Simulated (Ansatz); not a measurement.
ClFH2SeSn, SMILES [F][SnH]([Cl])[SeH], a geometry optimisation

Run with the Ansatz DFT code, driven from Python.

`run_opt.py`
```python
"""Geometry optimisation of ClFH2SeSn."""

import argparse
import itertools

import ansatz as az
from ase.data import atomic_numbers, covalent_radii
import numpy as np

parser = argparse.ArgumentParser(description="Geometry optimisation of ClFH2SeSn.")
parser.add_argument("--basis-set", required=True, help="Gaussian basis set")
parser.add_argument("--xc", default="hf", help="exchange-correlation functional")
args = parser.parse_args()

GEOMETRY = """
F    -0.88040    0.08500   -1.87980
Sn    0.02830    0.54580   -0.25660
Cl    2.29380    0.11670   -0.57460
Se   -0.78420   -0.88910    1.64270
H    -0.19460    2.23160    0.12250
H    -0.42080   -2.15400    0.89950
"""


def main() -> None:
    clfh2sesn = az.Crystal.molecule()
    for line in GEOMETRY.strip().splitlines():
        symbol, *xyz = line.split()
        clfh2sesn = clfh2sesn.atom(symbol, [float(v) for v in xyz])

    job = clfh2sesn.calculation()
    job = job.basis(gaussian=args.basis_set)
    job = job.functional(args.xc)
    symbols = [site.symbol for site in clfh2sesn.cartesian_sites]
    start = np.array([site.position_ang for site in clfh2sesn.cartesian_sites], dtype=float)
    r = job.relax(force_tolerance=0.02).run(threads=1).report
    end = np.array(r["positions_ang"])

    print("reference energy %16.6f eV" % r["reference_energy_ev"])
    print("total energy     %16.6f eV" % r["free_energy_ev"])
    print("occupied orbitals outside the frozen core (up, down):", r["n_occupied"], " frozen:", r["n_frozen"], " virtual:", r["n_virtual"])

    # pairs closer than 1.2 times the sum of covalent radii, before or after
    radius = [covalent_radii[atomic_numbers[s]] for s in symbols]
    span = lambda where, i, j: np.linalg.norm(where[i] - where[j])
    bonded = [(i, j) for i, j in itertools.combinations(range(len(symbols)), 2) if min(span(start, i, j), span(end, i, j)) < 1.2 * (radius[i] + radius[j])]
    print("pair        before    after (A)")
    for i, j in bonded:
        print(f"{symbols[i]}{i}-{symbols[j]}{j}".ljust(10), f"{span(start, i, j):8.4f} {span(end, i, j):8.4f}")
    for first, second in list(itertools.combinations(bonded, 2)):
        shared = set(first) & set(second)
        if shared and symbols[(j := shared.pop())] != "H":
            i, k = sorted((set(first) | set(second)) - {j})
            u, v = end[i] - end[j], end[k] - end[j]
            angle = np.degrees(np.arccos(np.clip(u @ v / np.linalg.norm(u) / np.linalg.norm(v), -1, 1)))
            print(f"final angle {symbols[i]}{i}-{symbols[j]}{j}-{symbols[k]}{k}: {angle:.2f} deg")


if __name__ == "__main__":
    main()
```

```console
$ python run_opt.py --basis-set def2-SVP
reference energy    -86338.072816 eV
total energy        -86338.072816 eV
occupied orbitals outside the frozen core (up, down): [42, 42]  frozen: 0  virtual: [58, 58]
pair        before    after (A)
F0-Sn1       1.9165   1.9142
Sn1-Cl2      2.3276   2.3346
Sn1-Se3      2.5152   2.5116
Sn1-H4       1.7422   1.6897
Se3-H5       1.5114   1.4558
final angle F0-Sn1-Cl2: 102.90 deg
final angle F0-Sn1-Se3: 108.42 deg
final angle F0-Sn1-H4: 108.01 deg
final angle Cl2-Sn1-Se3: 111.48 deg
final angle Cl2-Sn1-H4: 110.83 deg
final angle Se3-Sn1-H4: 114.46 deg
final angle Sn1-Se3-H5: 93.29 deg
```

Reading the output:
- Total energies depend on the basis set; only differences at equal settings carry meaning.
- The end point is the stationary point reached from this start; no frequency run checks that it is a minimum, and the basis set is modest.
- Run time: 23 s on 1 thread of Arm Neoverse V1, on a shared host, peak memory 0.29 GiB.
